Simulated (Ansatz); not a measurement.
# C3H5NSe: harmonic frequencies at the relaxed geometry from a Python script

At which frequencies does C3H5NSe vibrate? A script is to give harmonic frequencies at the relaxed geometry; the system is C3H5NSe. SMILES: C=CN=C[SeH].

Program: Ansatz 0.2.0, driven from Python. Level of theory: B3LYP+D4/def2-SVP. These are calculated values, not measurements.

### Step 1. The system

Bond lengths: C1–C2 1.379 Å, C2–N3 1.455 Å, N3–C4 1.352 Å, C4–Se5 1.853 Å, C1–H6 1.114 Å, C1–H7 1.030 Å, C2–H8 1.063 Å, C4–H9 1.125 Å, Se5–H10 1.495 Å. Angles: C1–C2–N3 125.0°, C1–C2–H8 116.3°, N3–C2–H8 118.5°, C2–C1–H6 115.6°, C2–C1–H7 121.9°, H6–C1–H7 122.4°, C2–N3–C4 121.5°, N3–C4–Se5 127.6°, N3–C4–H9 112.4°, Se5–C4–H9 120.0°, C4–Se5–H10 91.0°.

The script holds or builds the structure itself.

### Step 2. The code

Contents of c3h5nse_freq.py:

```python
# -*- coding: utf-8 -*-
"""Vibrations and zero-point energy of C3H5NSe."""

import itertools
import warnings

import ansatz as az
from ase import Atoms
from ase.data import atomic_numbers, covalent_radii
from ase.thermochemistry import IdealGasThermo
import numpy as np

warnings.simplefilter("ignore", az.DeckWarning)

atoms = Atoms(["C", "C", "N", "C", "Se", "H", "H", "H", "H", "H"], positions=[
    (0.4028, -1.3076, 0.9588),
    (-0.4436, -1.1012, -0.1104),
    (-1.2054, 0.1159, -0.3483),
    (-0.6202, 1.3344, -0.3102),
    (1.1866, 1.717, -0.1543),
    (0.4993, -0.4543, 1.6677),
    (0.8691, -2.212, 1.1174),
    (-0.6036, -1.934, -0.7511),
    (-1.3634, 2.1703, -0.431),
    (1.3614, 1.6203, -1.6358),
])
c3h5nse = az.Crystal.molecule_from_ase(atoms)

base = (
    c3h5nse.calculation()
    .basis(gaussian="def2-SVP")
    .functional("B3LYP", dispersion="d4")
)
symbols = [site.symbol for site in c3h5nse.cartesian_sites]
start = np.array([site.position_ang for site in c3h5nse.cartesian_sites], dtype=float)
def progress(event):
    if event["event"] == "relax_step":
        row = event["data"]
        print(f"step {row['step']:3d}  E = {row['lagrangian_ev']:.6f} eV  largest force component {row['allowed_force_max_ev_ang']:.4f} eV/A")


data = base.relax(force_tolerance=0.003).session().plan().execute(on_event=progress).report
end = np.array(data["positions_ang"])

# pairs closer than 1.2 times the sum of covalent radii, before or after
radius = [covalent_radii[atomic_numbers[s]] for s in symbols]
span = lambda where, i, j: np.linalg.norm(where[i] - where[j])
bonded = [(i, j) for i, j in itertools.combinations(range(len(symbols)), 2) if min(span(start, i, j), span(end, i, j)) < 1.2 * (radius[i] + radius[j])]
print("pair        before    after (A)")
for i, j in bonded:
    print(f"{symbols[i]}{i}-{symbols[j]}{j}".ljust(10), f"{span(start, i, j):8.4f} {span(end, i, j):8.4f}")
for first, second in list(itertools.combinations(bonded, 2)):
    shared = set(first) & set(second)
    if shared and symbols[(j := shared.pop())] != "H":
        i, k = sorted((set(first) | set(second)) - {j})
        u, v = end[i] - end[j], end[k] - end[j]
        angle = np.degrees(np.arccos(np.clip(u @ v / np.linalg.norm(u) / np.linalg.norm(v), -1, 1)))
        print(f"final angle {symbols[i]}{i}-{symbols[j]}{j}-{symbols[k]}{k}: {angle:.2f} deg")

# frequencies need a stationary point, so they are taken at the relaxed geometry
minimum = az.Crystal.molecule()
for symbol, place in zip(symbols, end):
    minimum = minimum.atom(symbol, place.tolist())
vibrating = (
    minimum.calculation()
    .basis(gaussian="def2-SVP")
    .functional("B3LYP", dispersion="d4")
    .phonons(temperatures=(298.15, 498.15, 100))
)
vib = vibrating.run(threads=1, backend="cpu").report["vibrations"]
sums = vib["harmonic_sums"]
modes = [m["omega_inv_cm"] for m in sums["modes_at_gamma"] if m["rigid_motion"] == "no"]
print("frequencies (1/cm):", " ".join(f"{w:.0f}" for w in modes))
print("imaginary modes:", sum(w < 0 for w in modes), " zero-point energy:", round(sums["zero_point_energy_ev"], 4), "eV")
# rigid rotor and ideal gas, symmetry number taken as one
gas = IdealGasThermo(vib_energies=[w / 8065.544 for w in modes if w > 0], geometry="linear" if len(modes) == 3 * len(symbols) - 5 else "nonlinear",
                     atoms=Atoms(symbols, positions=end), symmetrynumber=1, spin=0.0)
print(f"H(298 K) - E = {gas.get_enthalpy(298.15, verbose=False):.4f} eV")
print(f"S(298 K, 1 bar) = {96485.33 * gas.get_entropy(298.15, 1e5, verbose=False):.1f} J/(mol K) with symmetry number 1")
```

### Step 3. The input behind the calls

The package turns the script's settings into the engine's input (first run):

```yaml
crystal:
  periodic: [false, false, false]
  atoms:
    - { symbol: C, position_ang: [0.4028, -1.3076, 0.9588] }
    - { symbol: C, position_ang: [-0.4436, -1.1012, -0.1104] }
    - { symbol: "N", position_ang: [-1.2054, 0.1159, -0.3483] }
    - { symbol: C, position_ang: [-0.6202, 1.3344, -0.3102] }
    - { symbol: Se, position_ang: [1.1866, 1.717, -0.1543] }
    - { symbol: H, position_ang: [0.4993, -0.4543, 1.6677] }
    - { symbol: H, position_ang: [0.8691, -2.212, 1.1174] }
    - { symbol: H, position_ang: [-0.6036, -1.934, -0.7511] }
    - { symbol: H, position_ang: [-1.3634, 2.1703, -0.431] }
    - { symbol: H, position_ang: [1.3614, 1.6203, -1.6358] }
basis:
  gaussian:
    orbitals: def2-SVP
hamiltonian:
  xc: b3lyp
  dispersion: d4
relax:
  f_tol: 0.003
```

### Step 4. Launch

On the command line:

```console
> python c3h5nse_freq.py
```

Q: Predict the main results. Wanted: moves of the relaxation of run 1; energy gained in run 1; last largest force component of run 1; highest frequency; imaginary modes; zero-point energy.

As calculated:

| quantity | value |
| --- | --- |
| runs compared | 2 |
| moves of the relaxation of run 1 | 16 |
| energy gained in run 1 | 0.989 eV |
| last largest force component of run 1 | 0.0027 eV/Å |
| highest frequency | 3254 cm⁻¹ |
| imaginary modes | 0 |
| zero-point energy | 1.949 eV |

In words: Run 1: The relaxation took 16 moves; the largest shift is 1.171 Å, of atom 10 (H). So large a move can change the bonding: the results belong to the relaxed structure. All frequencies are real, so the geometry is a minimum. The values are harmonic; measured fundamentals also hold anharmonic shifts, mostly downward for stretches. The frequencies are harmonic and unscaled, in a modest basis. b3lyp holds the VWN-RPA fit, as in Gaussian; the form of ORCA and Turbomole is b3lyp5. The entropy takes a symmetry number of 1; a symmetric molecule's is lower by R ln(sigma).
